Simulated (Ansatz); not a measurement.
# BCl2F + HCl: a complex and its separated parts

Aim: how far the complex at one end of a reaction step lies below its separated, relaxed parts, level by level.

Program: Ansatz 0.2.0, Gaussian basis. Level of theory: PBE0-D4/def2-TZVP structures, single points in def2-TZVPP, no counterpoise correction. These are calculated values, not measurements.

Levels: SPW92, PBE-D4, BLYP-D4, r2SCAN-D4, B97M-V, PBE0-D4, B3LYP-D4, r2SCAN0-D4, BHLYP-D4, CAM-B3LYP-D4, wB97X-V, wB97M-V, B2PLYP, PBE-QIDH, RPA on PBE, Hartree-Fock, MP2, CCSD, CCSD(T).

Cores are frozen in the correlated methods. B3LYP uses VWN-RPA correlation. B2PLYP carries no dispersion term here.

21 further runs of the same task are left out: 21 set aside as unsound or not needed.

### 1 Starting geometry

The complex: 6 atoms, charge 0, spin multiplicity 1.

Atoms are counted from 1 here; the program's logs count them from 0.

Bond lengths: B1–Cl3 1.738 Å, B1–Cl4 1.738 Å, B1–F6 1.314 Å, Cl2–H5 1.280 Å. Angles: Cl3–B1–Cl4 121.7°, Cl3–B1–F6 119.1°, Cl4–B1–F6 119.1°.

Coordinates:

```mol
BCl3FH
  3D, bonds by distance, orders not assigned

  6  4  0  0  0  0  0  0  0  0999 V2000
   -0.9769    0.4160   -0.1241 B   0  0
    2.2303   -0.5686   -0.0488 Cl  0  0
   -1.2438    0.0728   -1.8066 Cl  0  0
   -0.6946    2.0340    0.4437 Cl  0  0
    1.7145   -1.3865    0.7899 H   0  0
   -1.0293   -0.5677    0.7460 F   0  0
  1  3  8  0
  1  4  8  0
  1  6  8  0
  2  5  8  0
M  END
```

Its parts: BCl2F holds atoms 1, 3, 4, 6; HCl holds atoms 2, 5. Each part counts its atoms afresh in its own runs.

### 2 Relaxing BCl2F alone

The input, relax-a/in.yaml:

```yaml
crystal:
  periodic: [false, false, false]
  atoms:
    - {symbol: B, position_ang: [-0.976895, 0.415988, -0.124095]}
    - {symbol: Cl, position_ang: [-1.243832, 0.072848, -1.806616]}
    - {symbol: Cl, position_ang: [-0.694630, 2.033959, 0.443688]}
    - {symbol: F, position_ang: [-1.029307, -0.567741, 0.746003]}
basis:
  gaussian: {orbitals: def2-TZVP}
hamiltonian: {xc: pbe0, dispersion: d4}
relax: {f_tol: 0.005, max_steps: 200}
```

The command line of these runs was not kept.

After this run come: Relaxing HCl alone; wB97M-V/def2-TZVPP; CCSD(T)/def2-TZVPP; Vibrations of BCl2F; Vibrations of HCl.

Before running it: what results should come out? Wanted: complex less parts, CCSD(T)/def2-TZVPP; with zero-point energy; largest T1 diagnostic.

The runs gave:

```
                              quantity           value
complex less parts, CCSD(T)/def2-TZVPP  -1.80 kcal/mol
                with zero-point energy  -1.31 kcal/mol
                 largest T1 diagnostic           0.012
```

**Reading.** At CCSD(T) the complex lies 1.80 kcal/mol below its parts. PBE-QIDH is the best functional here (+0.26 kcal/mol from CCSD(T)); SPW92 is the worst (-1.50 kcal/mol). By rung, the mean size of the error is: LDA 1.50, GGA 0.66, meta-GGA 0.54, hybrid 0.61, range-separated hybrid 0.65, double hybrid 0.48 kcal/mol. PBE-D4 gives a relative energy 0.69 kcal/mol too low, an error of 38 % of the reference. No counterpoise was applied, and triple zeta lacks some correlation, so the CCSD(T) reference has a basis error of its own, and close matches with it are partly luck.
